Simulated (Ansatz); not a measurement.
# CH₄Ge+ (doublet): from Hartree-Fock to the top rungs, cc-pVDZ

One table from this session's results is given with a row withheld; the runs are named, their logs left out.

Program: Ansatz 0.2.0, Gaussian basis. Level of theory: cc-pVDZ, core rule «outside noble gas», up to 15 orbitals frozen. These are calculated values, not measurements.

To be run: UHF; CCSD(T) on ROHF; CCSD(T) on UHF; BCCD(T) on ROHF; CISD; CCSDT(Q) on ROHF; CCSDT(Q) on UHF; CASSCF and MRCISD+Q, 9 electrons in 9 orbitals; CASSCF and NEVPT4(SD), 9 electrons in 9 orbitals; CASSCF and NEVPT2, 9 electrons in 9 orbitals.

16 further runs of the same task are left out: 6 that didn't finish, 10 set aside as unsound or not needed.

## The geometry

The geometry is a PBE0/def2-TZVP stationary point (not a proven minimum) of the parent state, kept for this charge and spin. No spin-orbit coupling is included. The filled d shell of Ge may be among the frozen orbitals whatever the setting's name suggests; the logs give the count.

6 atoms, charge 1, spin multiplicity 2.

Atoms are counted from 1 here; the program's logs count them from 0.

Bond lengths: Ge1–C2 1.963 Å, Ge1–H3 1.544 Å, Ge1–H4 1.540 Å, Ge1–H5 1.540 Å, C2–H6 1.109 Å. Angles: C2–Ge1–H3 120.4°, C2–Ge1–H4 104.4°, C2–Ge1–H5 104.4°, H3–Ge1–H4 109.4°, H3–Ge1–H5 109.4°, H4–Ge1–H5 108.2°, Ge1–C2–H6 108.7°.

Set-up of the first run:

The input, in.yaml:

```yaml
crystal:
  periodic: [false, false, false]
  atoms:
    - {symbol: Ge, position_ang: [0.000000, 0.014339, 0.274342]}
    - {symbol: C, position_ang: [0.000000, -0.148650, -1.681807]}
    - {symbol: H, position_ang: [0.000002, 1.406130, 0.943111]}
    - {symbol: H, position_ang: [1.247538, -0.768698, 0.724686]}
    - {symbol: H, position_ang: [-1.247540, -0.768695, 0.724686]}
    - {symbol: H, position_ang: [0.000001, 0.869212, -2.123146]}
basis:
  gaussian: {orbitals: cc-pVDZ}
total_charge: 1
magnetization: {spin_polarized: true, initial_magnetization: 1}
hamiltonian: {xc: hf}
output: {orbitals: {seedname: orbitals}}
```

Launch:

```console
$ ansatz run in.yaml --threads 1 --pin off --events-out ev --progress --plain --max-ram 2393MiB
```

Steps of the session up to this table: UHF; CCSD(T) on ROHF; CCSD(T) on UHF; BCCD(T) on ROHF; CISD; CCSDT(Q) on ROHF; CCSDT(Q) on UHF; CASSCF and MRCISD+Q, 9 electrons in 9 orbitals; CASSCF and NEVPT4(SD), 9 electrons in 9 orbitals; CASSCF and NEVPT2, 9 electrons in 9 orbitals.

One of the session's tables, all rows but one given; the rest of the session is left out.

| method | from UCCSDT(Q) (meV) |
| --- | --- |
| ROHF | +6252.7 |
| UHF | +6174.3 |
| RMP2 | +1498.4 |
| UMP2 | +1489.7 |
| RCCSD | +224.1 |
| UCCSD | +222.7 |
| RCCSD(T) | +58.0 |
| UCCSD(T) | +58.0 |
| BCCD(T) | +58.8 |
| RCCSDT | ? |
| UCCSDT | +10.1 |
| RCCSDT(Q) | +3.1 |
| UCCSDT(Q) | 0 |
| CASSCF frontier | +4457.8 |
| MRCISD frontier | +406.4 |
| MRCISD+Q frontier | +82.7 |

Estimate the missing values for RCCSDT.

As computed: from UCCSDT(Q) (meV): +10.4. In the column «from UCCSDT(Q) (meV)» it lies between UCCSDT (+10.1) and RCCSD(T) (+58.0).

Not comparable, so not listed: CISD; CASSCF and NEVPT4(SD), 9 electrons in 9 orbitals; CASSCF and NEVPT2, 9 electrons in 9 orbitals (they don't share determinant, frozen orbitals or solution with the rows shown, or repeat one).

Limits of these values: Restricted and unrestricted rows rest on different reference determinants; where their highest levels disagree by more than a few hundredths of an eV, they describe different states and don't form one ladder. Warnings in the runs' records: passed over end.
